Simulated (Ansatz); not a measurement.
# C₂H₈ClOSbSi: vertical ionisation energy

One table from this session's results is given with a row withheld; the runs are named, their logs left out.

Method: unrestricted cation, the program's frozen cores in correlated methods; program: Ansatz 0.2.0, Gaussian basis.

The runs, in order: UKS PBE-D4/def2-TZVPP; UKS r2SCAN-D4/def2-TZVPP; UKS PBE0-D4/def2-TZVPP; UKS B3LYP-D4/def2-TZVPP; UKS wB97X-V/def2-TZVPP; UKS wB97M-V/def2-TZVPP; UKS B2PLYP/def2-TZVPP; UHF-CCSD(T)/def2-TZVPP; UHF-MP2/def2-QZVPP; extrapolation to the limit; then −ε(HOMO) from the neutral's earlier runs with LDA (SPW92), PBE-D4, revPBE-D4, BLYP-D4, r2SCAN-D4, B97M-V, PBE0-D4, B3LYP-D4, r2SCANh-D4, r2SCAN0-D4, HSE06-D4, BHLYP-D4, CAM-B3LYP-D4, LC-ωPBE, ωB97X-V, ωB97M-V.

### The relaxed structure

The geometry comes from an earlier relaxation with PBE0-D4 in a triple-zeta def2 set; it is a stationary point, not always the lowest conformer. Sb takes the def2 core potential; no spin-orbit term is included.

SMILES `CC[O][Sb]([SiH3])[Cl]`, 14 atoms, charge 0, spin multiplicity 1.

Atoms are counted from 1 here; the program's logs count them from 0.

Bond lengths: C1–C2 1.512 Å, C1–H7 1.093 Å, C1–H8 1.092 Å, C1–H9 1.092 Å, C2–O3 1.418 Å, C2–H10 1.100 Å, C2–H11 1.095 Å, O3–Sb4 1.956 Å, Sb4–Si5 2.591 Å, Sb4–Cl6 2.379 Å, Si5–H12 1.487 Å, Si5–H13 1.486 Å, Si5–H14 1.483 Å. Angles: C2–C1–H7 110.3°, C2–C1–H8 110.3°, C2–C1–H9 111.1°, H7–C1–H8 108.5°, H7–C1–H9 108.4°, H8–C1–H9 108.1°, C1–C2–O3 111.6°, C1–C2–H10 110.2°, C1–C2–H11 110.4°, O3–C2–H10 111.1°, O3–C2–H11 106.6°, H10–C2–H11 106.9°, C2–O3–Sb4 120.0°, O3–Sb4–Si5 89.2°, O3–Sb4–Cl6 100.1°, Si5–Sb4–Cl6 91.2°, Sb4–Si5–H12 109.8°, Sb4–Si5–H13 108.4° and more.

Set-up of the first run:

Contents of in.yaml:

```yaml
crystal:
  periodic: [false, false, false]
  atoms:
    - {symbol: C, position_ang: [-0.455898, -0.908395, 2.133156]}
    - {symbol: C, position_ang: [0.835935, -0.556712, 1.431586]}
    - {symbol: O, position_ang: [0.624008, -0.275744, 0.057857]}
    - {symbol: Sb, position_ang: [0.414939, 1.574728, -0.540011]}
    - {symbol: Si, position_ang: [0.048930, 0.714003, -2.956365]}
    - {symbol: Cl, position_ang: [-1.928118, 1.850287, -0.230913]}
    - {symbol: H, position_ang: [-0.259547, -1.190607, 3.170994]}
    - {symbol: H, position_ang: [-0.942242, -1.747083, 1.631510]}
    - {symbol: H, position_ang: [-1.148468, -0.064049, 2.129712]}
    - {symbol: H, position_ang: [1.324652, 0.288934, 1.938307]}
    - {symbol: H, position_ang: [1.534409, -1.399323, 1.474388]}
    - {symbol: H, position_ang: [1.344316, 0.264468, -3.532825]}
    - {symbol: H, position_ang: [-0.489418, 1.830408, -3.776611]}
    - {symbol: H, position_ang: [-0.916398, -0.409915, -2.901984]}
basis:
  gaussian: {orbitals: def2-TZVPP}
total_charge: 1
magnetization: {spin_polarized: true, initial_magnetization: 1}
hamiltonian: {xc: pbe, dispersion: d4}
```

On the command line:

```sh
$ ansatz run in.yaml --threads 2 --pin off --events-out ev --progress --plain --max-ram 31744MiB --backend cuda --devices 0, --max-vram 18GiB
```

Among the steps run: Cation, UKS PBE-D4/def2-TZVPP; Cation, UKS r2SCAN-D4/def2-TZVPP; Cation, UKS PBE0-D4/def2-TZVPP; Cation, UKS B3LYP-D4/def2-TZVPP; Cation, UKS wB97X-V/def2-TZVPP; Cation, UKS wB97M-V/def2-TZVPP; Cation, UKS B2PLYP (frozen core)/def2-TZVPP; Cation, UHF-CCSD(T)/def2-TZVPP; Cation, UHF-MP2/def2-QZVPP.

One table of the session follows, with a row left open; its other results are not shown here.

Orbital estimates, from the neutral's runs:

```
  functional  −ε(HOMO) (eV)
 LDA (SPW92)           6.13
      PBE-D4           5.98
   revPBE-D4           5.92
     BLYP-D4           5.83
   r2SCAN-D4           6.22
      B97M-V           6.29
     PBE0-D4           7.04
    B3LYP-D4           6.84
  r2SCANh-D4              ?
  r2SCAN0-D4           7.20
    HSE06-D4           6.65
    BHLYP-D4           7.96
CAM-B3LYP-D4           8.24
     LC-ωPBE           9.46
     ωB97X-V           9.17
     ωB97M-V           9.03
```

Estimate the missing values for r2SCANh-D4.

Worked estimate for «−ε(HOMO) (eV)». Against the share of exact exchange, r2SCAN-D4 (0, 6.22), r2SCAN0-D4 (0.25, 7.20) give a slope of 3.92 per unit share; at 0.1 the line stands at 6.61.

**Answer.** −ε(HOMO) (eV): 6.61. In «−ε(HOMO) (eV)» the line misses by 0.00.

To keep in mind: The cation may have settled in a state other than its lowest; no search over hole states beyond the program's own was made.
